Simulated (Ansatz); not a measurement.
Consider vertical spin-state energies of C2H4SSi, SMILES S[SiH]1C=C1 (the Python package of Ansatz (0.2.0)).

The script, `c2h4ssi_spin.py`:
```python
"""Vertical spin-state energies of C2H4SSi."""

import ansatz as az

geometry_ang = [
    ("S", (-1.2269, 0.7449, -1.5077)),
    ("Si", (0.0296, 0.5932, 0.1276)),
    ("C", (1.1435, -0.7259, 0.038)),
    ("C", (0.1263, -1.1047, 0.5913)),
    ("H", (-1.4855, 2.0996, -1.4204)),
    ("H", (-0.2594, 1.4131, 1.3379)),
    ("H", (2.1557, -1.1201, -0.22)),
    ("H", (-0.3912, -1.9573, 0.9975)),
]
geometry = az.Crystal.molecule()
for symbol, xyz in geometry_ang:
    geometry = geometry.atom(symbol, xyz)

job = (
    geometry.calculation()
    .basis(gaussian="pcseg-2")
    .functional("cam_b3lyp")
)
found = {}
for unpaired in [0, 2]:
    r = job.spin("collinear", total=unpaired).run(threads=1, pin="off").report
    s = unpaired / 2
    found[unpaired] = r["free_energy_ev"]
    print(f"2S+1 = {unpaired + 1}: E = {found[unpaired]:.5f} eV, <S^2> = {abs(r['mean_field']['state']['spin_squared']):.3f} (pure state {s * (s + 1):.2f})")
lowest = min(found, key=found.get)
for unpaired, e in found.items():
    print(f"multiplicity {unpaired + 1}: {96.485332 * (e - found[lowest]):.1f} kJ/mol above the lowest")
```

Which spin state is lowest at this geometry, and how far above lie the others?

In order: multiplicity 1 (+0.00 eV) and multiplicity 3 (+3.99 eV), all at the one geometry.

What the script printed:

`python c2h4ssi_spin.py` gives:
```text
2S+1 = 1: E = -20850.91365 eV, <S^2> = 0.000 (pure state 0.00)
2S+1 = 3: E = -20846.91968 eV, <S^2> = 2.007 (pure state 2.00)
multiplicity 1: 0.0 kJ/mol above the lowest
multiplicity 3: 385.4 kJ/mol above the lowest
```

Total energies depend on the basis set; only differences at equal settings carry meaning. The geometry is a force-field or estimated start, not a minimum of this method, and the basis set is short of its limit. All parts are taken at fixed geometry, without zero-point energy. Wall time of the script: 35 s on 1 thread of Intel(R) Xeon(R) Platinum 8375C CPU @ 2.90GHz (Ice Lake), on a shared host, peak memory 0.63 GiB.

(Lines on the test bed's own set-up are left out of the output.)
